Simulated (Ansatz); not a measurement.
Run this with Ansatz's Python interface and show what comes out.

`run_torsion.py`
```python
"""Rigid torsion scan of CH3FNSbSe."""

import ansatz as az
from ase import Atoms

params = {
    "basis": "def2-SVP",
    "functional": "pbe0",
    "fmax": 0.02,
    "level": "MP2",
}

atoms = Atoms(["N", "C", "Se", "Sb", "F", "H", "H", "H"], positions=[
    (-0.2501, 0.8377, 1.1443),
    (-0.2583, -0.2734, 0.2408),
    (1.2314, -1.4067, 0.5928),
    (0.9224, 0.0885, -1.5469),
    (-0.0586, -1.4471, -2.4874),
    (0.6367, 1.3654, 1.1339),
    (-0.9474, 1.5675, 0.7249),
    (-1.184, -0.789, 0.1417),
])

# relax first, so that the scan starts from a minimum
first = (
    az.Crystal.molecule_from_ase(atoms).calculation()
    .basis(gaussian=params["basis"])
    .scf(lower_state_search="off")
    .functional(params["functional"])
    .relax(force_tolerance=params["fmax"], max_steps=80)
)
atoms.positions = first.run().report["positions_ang"]

start = atoms.get_dihedral(2, 1, 0, 5)
energies = {}
for turn in range(0, 360, 30):
    turned = atoms.copy()
    turned.set_dihedral(2, 1, 0, 5, start + turn, indices=[0, 5, 6])
    model = (
        az.Crystal.molecule_from_ase(turned).calculation()
        .basis(gaussian=params["basis"])
        .correlation(params["level"])
        .scf(lower_state_search="off")
    )
    energies[round((start + turn) % 360)] = model.run().report["free_energy_ev"]
floor = min(energies.values())
print("dihedral Se2-C1-N0-H5 (deg)   E - E(min) (kJ/mol)")
for angle, e in sorted(energies.items()):
    print(f"{angle:8d} {96.485332 * (e - floor):14.3f}  " + "#" * int(30 * (e - floor) / max(max(energies.values()) - floor, 1e-9)))
```

```console
$ python run_torsion.py
dihedral Se2-C1-N0-H5 (deg)   E - E(min) (kJ/mol)
      15          6.851  ##########
      45          0.000
      75          6.754  ##########
     105         17.437  ###########################
     135         18.858  ##############################
     165         14.255  ######################
     195         12.162  ###################
     225         10.505  ################
     255          5.749  #########
     285          5.935  #########
     315         13.159  ####################
     345         15.618  ########################
```

These settings explore the input space; basis and method may be short of convergence. The scan is rigid and the energies are electronic, in a modest basis. With rigid groups the curve can differ much from the relaxed path, the start wasn't checked as a minimum of this torsion, and equivalent turns needn't return to the same energy. def2 sets replace the cores of elements past krypton by effective core potentials. The start is relaxed with a density functional and scanned with the wavefunction method, so it isn't exactly that method's minimum. It ran for 68 s on 1 thread of Arm Neoverse V2 (shared host), peak memory 0.34 GiB.
